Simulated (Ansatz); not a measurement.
# C2H8SSi, SMILES C[SiH](C)S: a single point in a Gaussian basis

Program: Ansatz 0.2.0 through its Python package.

`c2h8ssi.xyz`
```text
12

C    -0.62790    1.00690   -1.19140
Si   -0.44420   -0.10930    0.21560
C     1.26290   -0.09590    0.83700
S    -0.84320   -2.08840   -0.43550
H    -1.70410    1.01730   -1.59070
H    -0.45910    2.09890   -0.90930
H     0.01180    0.80260   -2.03440
H    -1.33690    0.25300    1.30940
H     1.57930    0.91390    1.25460
H     1.42160   -0.79710    1.70580
H     1.99800   -0.37750    0.08980
H    -0.78120   -2.67960    0.78310
```

Run as a notebook:

In [1]:
```python
from pathlib import Path

import ansatz as az
import numpy as np
```

In [2]:
```python
c2h8ssi = az.Crystal.molecule_from_extxyz("c2h8ssi.xyz")
```

In [3]:
```python
calc = c2h8ssi.calculation()
calc = calc.basis(gaussian="aug-cc-pVDZ")
calc = calc.correlation("mp2")
calc = calc.scf(lower_state_search="light")
calc = calc.forces().orbitals()
done = calc.run(threads=1, runs_dir="c2h8ssi_runs")
rep = done.report
```

In [4]:
```python
rep["published_state_doubts"]
```
Out [4]:
```text
[]
```

In [5]:
```python
for key in ("converged", "free_energy_ev", "reference_energy_ev", "n_frozen", "n_occupied", "n_virtual"):
    print(f"{key:22s} {rep[key]}")

print("correlation energy", round(rep["free_energy_ev"] - rep["reference_energy_ev"], 5), "eV")
cluster = rep["correlation"].get("coupled_cluster")
if cluster:
    print("cycles", cluster["cycles"], " T1 diagnostic", round(cluster["t1_diagnostic"], 4), " largest double", round(cluster["largest_double"], 4))
```
```text
converged              True
free_energy_ev         -20883.81304092757
reference_energy_ev    -20868.58359065088
n_frozen               12
n_occupied             [13, 13]
n_virtual              [147, 147]
correlation energy -15.22945 eV
```

In [6]:
```python
state = rep["mean_field"]["state"]
print(f"mean field: {state['energy']['hartree']:.7f} Ha, <S^2> = {abs(state['spin_squared']):.4f}, stability: {state.get('stability', {}).get('kind')}")
```
```text
mean field: -766.9063017 Ha, <S^2> = 0.0000, stability: minimum
```

In [7]:
```python
symbols = [site.symbol for site in c2h8ssi.cartesian_sites]
print("forces (eV/A)")
for symbol, f in zip(symbols, rep["forces_ev_ang"]):
    print(f"  {symbol:2s} {f[0]:9.4f} {f[1]:9.4f} {f[2]:9.4f}")
```
```text
forces (eV/A)
  C    -2.1737    2.4878   -1.1225
  Si   -0.0902   -0.3209    0.8429
  C     1.7443    0.6968    2.2210
  S    -0.4522   -1.0613   -0.4759
  H     1.1789   -0.1831    0.4178
  H     0.0268   -1.1121   -0.0689
  H     0.5716   -0.2895   -0.5893
  H    -0.5396    0.1854    0.4549
  H    -0.3531   -0.7433   -0.4946
  H    -0.2639    0.3329   -0.6166
  H     0.3168   -0.1324   -0.5065
  H     0.0343    0.1399   -0.0625
```

In [8]:
```python
charges = rep["charge_distribution"]
print("dipole moment", round(4.803205 * float(np.linalg.norm(charges["dipole_moment_e_ang"])), 3), "D")
print("Mulliken:", [(s, round(q, 3)) for s, q in zip(symbols, charges["mulliken_charges_e"])])
```
```text
dipole moment 1.538 D
Mulliken: [('C', 0.272), ('Si', 1.065), ('C', 0.342), ('S', -0.534), ('H', -0.169), ('H', -0.187), ('H', -0.28), ('H', 0.101), ('H', -0.184), ('H', -0.228), ('H', -0.282), ('H', 0.084)]
```

In [9]:
```python
lines = Path(rep["orbitals_path"]).read_text().splitlines()
field_of = lambda key: [line.split("=")[1].strip() for line in lines if line.startswith(key)]
orbitals = [(27.211386 * float(e), s, float(n)) for e, s, n in zip(field_of("Ene="), field_of("Spin="), field_of("Occup="))]
homo = max(e for e, _, n in orbitals if n > 0.5)
lumo = min(e for e, _, n in orbitals if n < 0.5)
for e, spin, n in sorted(orbitals):
    if homo - 15 < e < lumo + 5:
        print(f"{spin:6s} {e:10.3f} eV  occupation {n:.0f}")
```
```text
Alpha     -18.230 eV  occupation 2
Alpha     -15.920 eV  occupation 2
Alpha     -15.195 eV  occupation 2
Alpha     -15.034 eV  occupation 2
Alpha     -14.714 eV  occupation 2
Alpha     -14.097 eV  occupation 2
Alpha     -12.841 eV  occupation 2
Alpha     -12.593 eV  occupation 2
Alpha     -11.656 eV  occupation 2
Alpha      -9.954 eV  occupation 2
Alpha       0.865 eV  occupation 0
Alpha       1.247 eV  occupation 0
Alpha       1.386 eV  occupation 0
Alpha       1.392 eV  occupation 0
Alpha       1.859 eV  occupation 0
Alpha       1.914 eV  occupation 0
Alpha       1.975 eV  occupation 0
Alpha       2.066 eV  occupation 0
Alpha       2.591 eV  occupation 0
Alpha       2.658 eV  occupation 0
Alpha       2.802 eV  occupation 0
Alpha       3.549 eV  occupation 0
Alpha       3.848 eV  occupation 0
Alpha       4.087 eV  occupation 0
Alpha       4.365 eV  occupation 0
Alpha       4.551 eV  occupation 0
Alpha       4.703 eV  occupation 0
Alpha       4.710 eV  occupation 0
Alpha       4.917 eV  occupation 0
Alpha       5.075 eV  occupation 0
Alpha       5.087 eV  occupation 0
Alpha       5.393 eV  occupation 0
Alpha       5.597 eV  occupation 0
Alpha       5.846 eV  occupation 0
```

What to keep in mind:
- These settings explore the input space; basis and method may be short of convergence.
- The geometry is a force-field or estimated start, not a minimum of this method, and the basis set is short of its limit.
- Alpha marks a spatial orbital of a restricted run, filled by both spins.
- Levels such as HOMO and LUMO are orbital energies: in Hartree-Fock the gap is too wide and the LUMO hangs on the basis.
- Inner cores stay frozen, so this is valence correlation.
- Mulliken charges are unreliable in a basis with diffuse functions.
- S² is that of the Hartree-Fock reference.
- Finished in 19 s on 1 thread of Arm Neoverse V1, with other jobs on the host, peak memory 0.64 GiB.
